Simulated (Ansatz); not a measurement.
# C2H6BBrO: up Jacob's ladder to CCSD(T)

One table from this session's results is given with a row withheld; the runs are named, their logs left out.

Method: functionals in def2-TZVPP, the program's frozen cores in correlated methods; program: Ansatz 0.2.0, Gaussian basis.

Levels to be run: LDA (SPW92), PBE-D4, revPBE-D4, BLYP-D4, r2SCAN-D4, B97M-V, PBE0-D4, B3LYP-D4, r2SCANh-D4, r2SCAN0-D4, HSE06-D4, BHLYP-D4, CAM-B3LYP-D4, LC-ωPBE, ωB97X-V, ωB97M-V, B2PLYP, PBE-QIDH; CCSD(T)/def2-SVP; CCSD(T)/def2-TZVPP; MP2/def2-QZVPP; extrapolation to the limit; RPA on PBE.

## The relaxed structure

All runs share one geometry, relaxed beforehand with PBE0-D4 in a triple-zeta def2 set.

11 atoms, charge 0, spin multiplicity 1.

Atoms are counted from 1 here; the program's logs count them from 0.

Bond lengths: B1–C2 1.563 Å, B1–Br5 2.126 Å, B1–H6 1.198 Å, B1–H7 1.195 Å, C2–C3 1.485 Å, C2–O4 1.307 Å, C3–H8 1.086 Å, C3–H9 1.094 Å, C3–H10 1.098 Å, O4–H11 0.968 Å. Angles: C2–B1–Br5 81.5°, C2–B1–H6 114.8°, C2–B1–H7 116.1°, Br5–B1–H6 107.5°, Br5–B1–H7 109.1°, H6–B1–H7 120.1°, B1–C2–C3 124.2°, B1–C2–O4 119.4°, C3–C2–O4 116.3°, C2–C3–H8 111.1°, C2–C3–H9 112.7°, C2–C3–H10 106.6°, H8–C3–H9 109.7°, H8–C3–H10 108.4°, H9–C3–H10 108.2°, C2–O4–H11 111.6°.

The first run:

Contents of in.yaml:

```yaml
crystal:
  periodic: [false, false, false]
  atoms:
    - {symbol: B, position_ang: [-0.970986, 1.078412, -0.484160]}
    - {symbol: C, position_ang: [-0.208242, -0.251078, -0.179760]}
    - {symbol: C, position_ang: [0.752393, -0.424076, 0.938885]}
    - {symbol: O, position_ang: [-0.477951, -1.319862, -0.881406]}
    - {symbol: Br, position_ang: [0.807333, 1.478667, -1.578355]}
    - {symbol: H, position_ang: [-1.014713, 1.852574, 0.429018]}
    - {symbol: H, position_ang: [-1.888157, 0.996711, -1.245297]}
    - {symbol: H, position_ang: [1.123247, 0.535708, 1.287546]}
    - {symbol: H, position_ang: [1.594330, -1.071843, 0.675788]}
    - {symbol: H, position_ang: [0.197037, -0.898763, 1.757901]}
    - {symbol: H, position_ang: [0.151109, -2.033348, -0.699660]}
basis:
  gaussian: {orbitals: def2-TZVPP}
hamiltonian: {xc: lda}
output: {orbitals: {seedname: orbitals}}
```

On the command line:

```sh
$ ansatz run in.yaml --threads 4 --pin off --events-out ev --progress --plain --max-ram 10444MiB
```

Among the steps run: LDA; PBE-D4 (GGA); revPBE-D4 (GGA); BLYP-D4 (GGA); r2SCAN-D4 (meta-GGA); B97M-V (meta-GGA); B3LYP-D4 (hybrid); r2SCANh-D4 (hybrid); r2SCAN0-D4 (hybrid); HSE06-D4 (hybrid); BHLYP-D4 (hybrid); CAM-B3LYP-D4 (range-separated); LC-ωPBE (range-separated); ωB97X-V (range-separated); ωB97M-V (range-separated); B2PLYP (double hybrid); PBE-QIDH (double hybrid).

One table of the session follows, with a row left open; its other results are not shown here.

It belongs to the step «Frontier levels by functional». 

```
  functional  HOMO (eV)  LUMO (eV)  gap (eV)
 LDA (SPW92)      -6.33      -3.15      3.18
      PBE-D4      -6.21      -2.92      3.29
   revPBE-D4          ?          ?         ?
     BLYP-D4      -6.07      -2.79      3.27
   r2SCAN-D4      -6.49      -2.72      3.77
      B97M-V      -6.59      -2.68      3.90
     PBE0-D4      -7.46      -1.96      5.49
    B3LYP-D4      -7.22      -2.20      5.02
  r2SCANh-D4      -6.95      -2.37      4.58
  r2SCAN0-D4      -7.64      -1.84      5.81
    HSE06-D4      -7.06      -2.34      4.72
    BHLYP-D4      -8.56      -0.84      7.71
CAM-B3LYP-D4      -8.77      -0.86      7.91
     LC-ωPBE     -10.13       0.26     10.39
     ωB97X-V      -9.79       0.22     10.01
     ωB97M-V      -9.66       0.14      9.80
```

Q: Estimate the row for revPBE-D4 from the others.

As computed: HOMO (eV): -6.16; LUMO (eV): -2.83; gap (eV): 3.33. In the column «HOMO (eV)» it lies between PBE-D4 (-6.21) and BLYP-D4 (-6.07).
